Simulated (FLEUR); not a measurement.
# InSb3 (Pm-3m) in FLEUR: a series of runs

Runs on InSb3. Level: PBE. Tasks: band structure, equation of state.

Program: FLEUR MaX-R8.1 (later development tree). These are calculated values, not measurements. Logs are shortened: lines on timing, memory, paths and dates and some standing lists are left out, and cuts for length are marked.

## Step 1: The crystal as given

The structure is cubic, space group Pm-3m (No. 221). Conventional cell: a = 4.806 Å, b = 4.806 Å, c = 4.806 Å, α = 90.00°, β = 90.00°, γ = 90.00°. Around Sb (site symmetry 4/mmm) lie 8 Sb at 3.40 Å and 4 In at 3.40 Å. Around In (site symmetry m-3m) lie 12 Sb at 3.40 Å.

The cell comes from a database or a generator and needn't be the stable form of this composition.

## Step 2: Band structure, PBE

File inp.xml:

```xml
<?xml version="1.0" encoding="UTF-8" standalone="no"?>
<fleurInput fleurInputVersion="0.39">
   <comment>
      InSb3                                                                                               
   </comment>
   <calculationSetup>
      <cutoffs Kmax="4.1" Gmax="12.7" GmaxXC="12.7" numbands="0"/>
      <scfLoop itmax="60" minDistance="0.00001" maxIterBroyd="15" imix="Anderson" alpha="0.05" precondParam="0.0" spinf="2.0" sdNocoIR="T"/>
      <coreElectrons ctail="T" frcor="F" kcrel="0" coretail_lmax="0"/>
      <xcFunctional name="pbe" relativisticCorrections="F"/>
      <magnetism jspins="1"/>
      <soc l_soc="F" theta="0.0" phi="0.0" spav="F"/>
      <expertModes spex="0" secvar="F"/>
      <geometryOptimization l_f="F" forcealpha="1.0" forcemix="BFGS" epsdisp="0.00001" epsforce="0.00001"/>
      <ldaU l_linMix="F" mixParam="0.05" spinf="1.0"/>
   </calculationSetup>
   <cell>
      <bzIntegration valenceElectrons="84.0" mode="hist" fermiSmearingEnergy="0.00183747">
         <kPointListSelection listName="default-1"/>
         <!-- k-points included here -->
         <xi:include xmlns:xi="http://www.w3.org/2001/XInclude" href="kpts.xml"> </xi:include>
      </bzIntegration>
      <!-- symmetry operations included here -->
      <xi:include xmlns:xi="http://www.w3.org/2001/XInclude" href="sym.xml"> </xi:include>
[... 37 lines left out ...]
         <lo type="SCLO" l="1" n="4" eDeriv="0"/>
         <lo type="SCLO" l="1" n="4" eDeriv="1"/>
         <lo type="SCLO" l="2" n="4" eDeriv="2"/>
         <lo type="SCLO" l="3" n="4" eDeriv="2"/>
      </species>
   </atomSpecies>
   <atomGroups>
      <atomGroup species="Antimony (Sb)">
         <relPos label="                   1">1.000/2.000 1.000/2.000 .0000000000</relPos>
         <relPos label="                   2">.0000000000 1.000/2.000 1.000/2.000</relPos>
         <relPos label="                   3">1.000/2.000 .0000000000 1.000/2.000</relPos>
         <force calculate="T" relaxXYZ="TTT"/>
      </atomGroup>
      <atomGroup species="Indium (In)">
         <relPos label="                   4">.0000000000 .0000000000 .0000000000</relPos>
         <force calculate="T" relaxXYZ="TTT"/>
      </atomGroup>
   </atomGroups>
   <output dos="F" band="F" slice="F">
      <checks vchk="F" cdinf="F"/>
      <bandDOS minEnergy="-.5*Htr" maxEnergy="0.5*Htr" sigma="0.015" storeEVData="T"/>
      <vacuumDOS vacdos="F" integ="F" star="F" nstars="0" locx1="0.0" locy1="0.0" locx2="0.0" locy2="0.0" nstm="0" tworkf="0.0"/>
      <unfoldingBand unfoldBand="F" supercellX="1" supercellY="1" supercellZ="1"/>
      <plotting iplot="0" polar="F">
         <plot TwoD="T" vec1="  1.0  0.0  0.0" vec2="  0.0  1.0  0.0" vec3="  0.0  0.0  1.0" zero="  0.0  0.0  0.0" file="plot"/>
      </plotting>
      <chargeDensitySlicing numkpt="0" minEigenval="0.0" maxEigenval="0.0" nnne="0" pallst="F"/>
      <specialOutput eonly="F"/>
      <moessbauerParams electricFieldGradient="T" isomerShift="T" coreHyperfine="T" valenceHyperfine="T"/>
      <magneticCircularDichroism mcd="F" energyLo="-10.0" energyUp="0.0"/>
   </output>
  <!-- We include the file relax.xml here to enable relaxations (see documentation) -->
  <xi:include xmlns:xi="http://www.w3.org/2001/XInclude" href="relax.xml"> <xi:fallback/> </xi:include>
</fleurInput>
```

File crystal.txt:

```
InSb3
&input cartesian=F /
4.8063670000  0.0000000000  0.0000000000
0.0000000000  4.8063670000  0.0000000000
0.0000000000  0.0000000000  4.8063670000
1.8897261246
1.0 1.0 1.0

4
51 0.5000000000  0.5000000000  0.0000000000
51 0.0000000000  0.5000000000  0.5000000000
51 0.5000000000  0.0000000000  0.5000000000
49 0.0000000000  0.0000000000  0.0000000000

&kpt div1=6 div2=6 div3=6 gamma=T /
```

File inp.xml (bands):

```
<?xml version="1.0" encoding="UTF-8" standalone="no"?>
<fleurInput fleurInputVersion="0.39">
   <comment>
      InSb3                                                                                               
   </comment>
   <calculationSetup>
      <cutoffs Kmax="4.1" Gmax="12.7" GmaxXC="12.7" numbands="0"/>
      <scfLoop itmax="60" minDistance="0.00001" maxIterBroyd="15" imix="Anderson" alpha="0.05" precondParam="0.0" spinf="2.0" sdNocoIR="T"/>
      <coreElectrons ctail="T" frcor="F" kcrel="0" coretail_lmax="0"/>
      <xcFunctional name="pbe" relativisticCorrections="F"/>
      <magnetism jspins="1"/>
      <soc l_soc="F" theta="0.0" phi="0.0" spav="F"/>
      <expertModes spex="0" secvar="F"/>
      <geometryOptimization l_f="F" forcealpha="1.0" forcemix="BFGS" epsdisp="0.00001" epsforce="0.00001"/>
      <ldaU l_linMix="F" mixParam="0.05" spinf="1.0"/>
   </calculationSetup>
   <cell>
      <bzIntegration valenceElectrons="84.0" mode="hist" fermiSmearingEnergy="0.00183747">
         <kPointListSelection listName="path-1"/>
         <!-- k-points included here -->
         <xi:include xmlns:xi="http://www.w3.org/2001/XInclude" href="kpts.xml"> </xi:include>
      </bzIntegration>
      <!-- symmetry operations included here -->
      <xi:include xmlns:xi="http://www.w3.org/2001/XInclude" href="sym.xml"> </xi:include>
[... 37 lines left out ...]
         <lo type="SCLO" l="1" n="4" eDeriv="0"/>
         <lo type="SCLO" l="1" n="4" eDeriv="1"/>
         <lo type="SCLO" l="2" n="4" eDeriv="2"/>
         <lo type="SCLO" l="3" n="4" eDeriv="2"/>
      </species>
   </atomSpecies>
   <atomGroups>
      <atomGroup species="Antimony (Sb)">
         <relPos label="                   1">1.000/2.000 1.000/2.000 .0000000000</relPos>
         <relPos label="                   2">.0000000000 1.000/2.000 1.000/2.000</relPos>
         <relPos label="                   3">1.000/2.000 .0000000000 1.000/2.000</relPos>
         <force calculate="T" relaxXYZ="TTT"/>
      </atomGroup>
      <atomGroup species="Indium (In)">
         <relPos label="                   4">.0000000000 .0000000000 .0000000000</relPos>
         <force calculate="T" relaxXYZ="TTT"/>
      </atomGroup>
   </atomGroups>
   <output dos="F" band="T" slice="F">
      <checks vchk="F" cdinf="F"/>
      <bandDOS minEnergy="-.5*Htr" maxEnergy="0.5*Htr" sigma="0.015" storeEVData="T"/>
      <vacuumDOS vacdos="F" integ="F" star="F" nstars="0" locx1="0.0" locy1="0.0" locx2="0.0" locy2="0.0" nstm="0" tworkf="0.0"/>
      <unfoldingBand unfoldBand="F" supercellX="1" supercellY="1" supercellZ="1"/>
      <plotting iplot="0" polar="F">
         <plot TwoD="T" vec1="  1.0  0.0  0.0" vec2="  0.0  1.0  0.0" vec3="  0.0  0.0  1.0" zero="  0.0  0.0  0.0" file="plot"/>
      </plotting>
      <chargeDensitySlicing numkpt="0" minEigenval="0.0" maxEigenval="0.0" nnne="0" pallst="F"/>
      <specialOutput eonly="F"/>
      <moessbauerParams electricFieldGradient="T" isomerShift="T" coreHyperfine="T" valenceHyperfine="T"/>
      <magneticCircularDichroism mcd="F" energyLo="-10.0" energyUp="0.0"/>
   </output>
  <!-- We include the file relax.xml here to enable relaxations (see documentation) -->
  <xi:include xmlns:xi="http://www.w3.org/2001/XInclude" href="relax.xml"> <xi:fallback/> </xi:include>
</fleurInput>
```

Potentials or basis: all-electron, FLAPW.

Run with:

```bash
> inpgen -f crystal.txt -profile fastHighL
> # inp.xml edited to the form shown
> fleur_MPI
> fleur_MPI   # second run, on inp.xml (bands)
```

Log:

```text
Welcome to FLEUR        (www.flapw.de)
      MaX-Release 8.1          (www.max-centre.eu)

 ========== k-point set info ==========
 Selected k-point list: default-1
 k-point list type: mesh
 6 x 6 x 6
 Number of k points: 20

 ------------Calculation Setup---------------------------
 Number of MPI-tasks      :            1
 Number of PE/node        :            1
 Number of OMP-threads    :            1
 Most efficient MPI parallelization for:
           1           2           4           5          10          20
 Additional eigenvalue parallelization possible
 Number of basis functions:         1080
 Approximate size of matrices (H+S) per k-point:         0.017 GB
 --------------------------------------------------------
 Iteration:     1   Distance:       4.35936021 me/bohr^3
 Iteration:     2   Distance:       4.07911233 me/bohr^3
 Iteration:     3   Distance:       1.39249045 me/bohr^3
 Iteration:     4   Distance:       0.35804977 me/bohr^3
 Iteration:     5   Distance:       0.30685234 me/bohr^3
 Iteration:     6   Distance:       0.06356989 me/bohr^3
 Iteration:     7   Distance:       0.01118219 me/bohr^3
 Iteration:     8   Distance:       0.00829705 me/bohr^3
 Iteration:     9   Distance:       0.00221461 me/bohr^3
 Iteration:    10   Distance:       0.00060214 me/bohr^3
 Iteration:    11   Distance:       0.00054919 me/bohr^3
 Iteration:    12   Distance:       0.00005851 me/bohr^3
 Iteration:    13   Distance:       0.00001138 me/bohr^3
 Iteration:    14   Distance:       0.00000912 me/bohr^3

 ********************************************************************
 Run finished successfully
 Stop message:
   all done
 ********************************************************************
```

output (bands):

```text
Welcome to FLEUR        (www.flapw.de)
      MaX-Release 8.1          (www.max-centre.eu)

 ========== k-point set info ==========
 Selected k-point list: path-1
 k-point list type: path
 Number of k points: 60

 ------------Calculation Setup---------------------------
 Number of MPI-tasks      :            1
 Number of PE/node        :            1
 Number of OMP-threads    :            1
 Most efficient MPI parallelization for:
           1           2           3           4           5           6          10          12          15          20          30          60
 Additional eigenvalue parallelization possible
 Number of basis functions:         1080
 Approximate size of matrices (H+S) per k-point:         0.017 GB
 --------------------------------------------------------
 Fermi energy correction for metals:
 Fermi energy in bands.* files may not be consistent with last density.
 Please correct it manually (e.g. in band.gnu file).

 Note: Band structure data (together with different weights) is also stored in the banddos.hdf file.
       A convenient way of extracting and plotting the data from that file is by making use of the

 ********************************************************************
 Run finished successfully
 Stop message:
   Charge density postprocessing done.
 ********************************************************************
```

out.xml (last iteration):

```text
<iteration numberForCurrentRun="   14" overallNumber="   14">
         <energyParameters units="Htr">
            <atomicEP atomType="1" spin="1" branch="5s" branchLowest="-5.02" branchHighest="0.49" value="-0.0650972760"/>
            <atomicEP atomType="1" spin="1" branch="5p" branchLowest="-3.29" branchHighest="1.11" value="0.1957162563"/>
            <atomicEP atomType="1" spin="1" branch="5d" branchLowest="-0.77" branchHighest="2.21" value="0.4230376025"/>
            <atomicEP atomType="1" spin="1" branch="4f" branchLowest="-9.99" branchHighest="1.68" value="0.5762947795"/>
            <loAtomicEP atomType="1" spin="1" branch="4p" branchLowest="-27.11" branchHighest="-3.29" value="-3.3056266184"/>
            <loAtomicEP atomType="1" spin="1" branch="4p" branchLowest="-27.11" branchHighest="-3.29" value="-3.3056266184"/>
            <loAtomicEP atomType="1" spin="1" branch="4d" branchLowest="-18.50" branchHighest="-0.77" value="-0.7869888921"/>
            <loAtomicEP atomType="1" spin="1" branch="4d" branchLowest="-18.50" branchHighest="-0.77" value="-0.7869888921"/>
            <loAtomicEP atomType="1" spin="1" branch="5s" branchLowest="-5.02" branchHighest="0.49" value="-0.0650972760"/>
            <loAtomicEP atomType="1" spin="1" branch="4f" branchLowest="-9.99" branchHighest="1.68" value="0.5762957464"/>
            <atomicEP atomType="2" spin="1" branch="5s" branchLowest="-3.96" branchHighest="0.87" value="0.0955551230"/>
            <atomicEP atomType="2" spin="1" branch="5p" branchLowest="-2.43" branchHighest="1.47" value="0.2907457564"/>
            <atomicEP atomType="2" spin="1" branch="4d" branchLowest="-15.45" branchHighest="-0.20" value="-0.2363590074"/>
            <atomicEP atomType="2" spin="1" branch="4f" branchLowest="-9.99" branchHighest="1.94" value="0.6294935519"/>
            <loAtomicEP atomType="2" spin="1" branch="4s" branchLowest="-28.52" branchHighest="-3.96" value="-3.9580519351"/>
            <loAtomicEP atomType="2" spin="1" branch="4p" branchLowest="-23.39" branchHighest="-2.43" value="-2.4392255597"/>
            <loAtomicEP atomType="2" spin="1" branch="4p" branchLowest="-23.39" branchHighest="-2.43" value="-2.4392255597"/>
            <loAtomicEP atomType="2" spin="1" branch="4d" branchLowest="-15.45" branchHighest="-0.20" value="-0.2468370075"/>
            <loAtomicEP atomType="2" spin="1" branch="4f" branchLowest="-9.99" branchHighest="1.94" value="0.6294954697"/>
         </energyParameters>
         <eigenvalues>
            <eigenvaluesAt spin="1" ikpt="1" k_x="0.00000000" k_y="0.00000000" k_z="0.00000000">
                      -3.9580508434       -3.2960144646       -3.2960144646       -3.2960144646       -3.2955797978
                      -3.2955797978       -3.2955797978       -3.2955778396       -3.2955778396       -3.2955778396
                      -2.4320335947       -2.4320335947       -2.4320335947       -0.7914942206       -0.7914942206
                      -0.7914942206       -0.7911856185       -0.7899892280       -0.7899892280       -0.7893439616
                      -0.7893439616       -0.7893439616       -0.7891816489       -0.7891816489       -0.7880479861
                      -0.7878437811       -0.7878437811       -0.7878437811       -0.2492770189       -0.2492770189
                      -0.2486647370       -0.2486647370       -0.2486647370       -0.1618670546        0.0106117494
                       0.0106117494        0.1279782382        0.1279782382        0.1279782382        0.1538400560
                       0.3013209384        0.3013209384        0.3013209384        0.3491815134        0.3491815134
                       0.3491815134        0.4594230872        0.4594230872        0.4687553469        0.4777730664
[... 91 lines left out ...]
               <shell n="2" l="0" isomerShift="21848.98107"/>
               <shell n="2" l="1" isomerShift="550.51084"/>
               <shell n="3" l="0" isomerShift="4281.79539"/>
               <shell n="3" l="1" isomerShift="116.74516"/>
               <shell n="4" l="0" isomerShift="881.10513"/>
               <shell n="3" l="2" isomerShift="0.00002"/>
            </coreIsomerShift>
            <coreIsomerShift atomType="2" isTotal="176973.88167">
               <shell n="1" l="0" isomerShift="154983.60956"/>
               <shell n="2" l="0" isomerShift="18021.17146"/>
               <shell n="2" l="1" isomerShift="414.36975"/>
               <shell n="3" l="0" isomerShift="3468.81152"/>
               <shell n="3" l="1" isomerShift="85.91935"/>
               <shell n="3" l="2" isomerShift="0.00001"/>
            </coreIsomerShift>
            <isomerShift atomType="1" nucleusRadius="0.0001171" averageDensity="212747.61313"/>
            <isomerShift atomType="2" nucleusRadius="0.0001148" averageDensity="177713.20709"/>
            <electricFieldGradient atomType="1" VXX="-0.19995" VYY="-0.19995" VZZ="0.39989" asymParam="0.00000">
            </electricFieldGradient>
            <electricFieldGradient atomType="2" VXX="0.00000" VYY="0.00000" VZZ="0.00000" asymParam="0.00000">
            </electricFieldGradient>
         </moessbauerParams>
         <totalEnergy                                    value="   -25333.9855674630" units="Htr">
            <sumOfEigenvalues                            value="   -15311.7736959277">
               <coreElectrons value="-15205.5966514586"/>
               <valenceElectrons value="-106.1770444691"/>
            </sumOfEigenvalues>
            <densityCoulombPotentialIntegral value="-41137.0320272776"/>
            <densityEffectivePotentialIntegral value="-42014.3173500156"/>
            <chargeDenXCDenIntegral value="-672.1996192687"/>
            <FockExchangeEnergyValence value="0.0000000000"/>
            <FockExchangeEnergyCore value="0.0000000000"/>
            <atomTypeDependentContributions atomType="1">
               <electronNucleiInteractionDifferentMTs value="23570.7525436900"/>
               <MadelungTerm value="-76.3380629740"/>
            </atomTypeDependentContributions>
            <atomTypeDependentContributions atomType="2">
               <electronNucleiInteractionDifferentMTs value="7127.2881203381"/>
               <MadelungTerm value="-21.4348616414"/>
            </atomTypeDependentContributions>
            <tkbTimesEntropy value="0.0007647427"/>
            <freeEnergy value="-25333.9863322057"/>
            <extrapolationTo0K value="-25333.9859498344"/>
         </totalEnergy>
         <densityConvergence units="me/bohr^3">
            <chargeDensity spin="1" distance="0.0000091195"/>
         </densityConvergence>
      </iteration>
```

It took 3.2 min on 1 thread of Arm Neoverse V2, shared host; peak memory 0.1 GiB.

What came out:

| Item | Value |
| --- | --- |
| Free energy | -689372.8872 eV |
| Band gap along the path | none (metal or under the smearing width) |
| Valence electrons inside the program's atomic spheres | Sb 19.01; In 19.38 (radii Sb 2.66, In 2.66 bohr) |

Levels at the corners of the path, in eV from the Fermi level:
```tsv
point	band 40	band 41	band 42	band 43	band 44	band 45
Γ	-3.59	0.43	0.43	0.43	1.73	1.73
X	-2.11	-2.11	-1.12	-0.84	1.98	2.16
M	-1.65	-1.35	-1.12	-1.12	-0.47	1.04
Γ	-3.59	0.43	0.43	0.43	1.73	1.73
R	-4.99	-4.79	3.50	3.50	3.55	3.55
X	-2.11	-2.11	-1.12	-0.84	1.98	2.16
M	-1.65	-1.35	-1.12	-1.12	-0.47	1.04
R	-4.99	-4.79	3.50	3.50	3.55	3.55
```

Core levels (eV from the Fermi level):
```
atom                                                                                                                                           levels
1 Sb  1s1/2 -30281.6, 2s1/2 -4603.1, 2p1/2 -4306.0, 2p3/2 -4054.2, 3s1/2 -899.2, 3p1/2 -777.8, 3p3/2 -731.3, 4s1/2 -144.5, 3d3/2 -517.0, 3d5/2 -507.3
2 Sb  1s1/2 -30281.6, 2s1/2 -4603.1, 2p1/2 -4306.0, 2p3/2 -4054.2, 3s1/2 -899.2, 3p1/2 -777.8, 3p3/2 -731.3, 4s1/2 -144.5, 3d3/2 -517.0, 3d5/2 -507.3
3 Sb  1s1/2 -30281.6, 2s1/2 -4603.1, 2p1/2 -4306.0, 2p3/2 -4054.2, 3s1/2 -899.2, 3p1/2 -777.8, 3p3/2 -731.3, 4s1/2 -144.5, 3d3/2 -517.0, 3d5/2 -507.3
4 In                1s1/2 -27733.2, 2s1/2 -4147.9, 2p1/2 -3867.8, 2p3/2 -3656.9, 3s1/2 -783.9, 3p1/2 -670.8, 3p3/2 -632.7, 3d3/2 -432.9, 3d5/2 -425.1
```

Caveat: spin-orbit coupling is left out, which moves the levels of the heavy elements.

(Continued in part 2 of 2.)
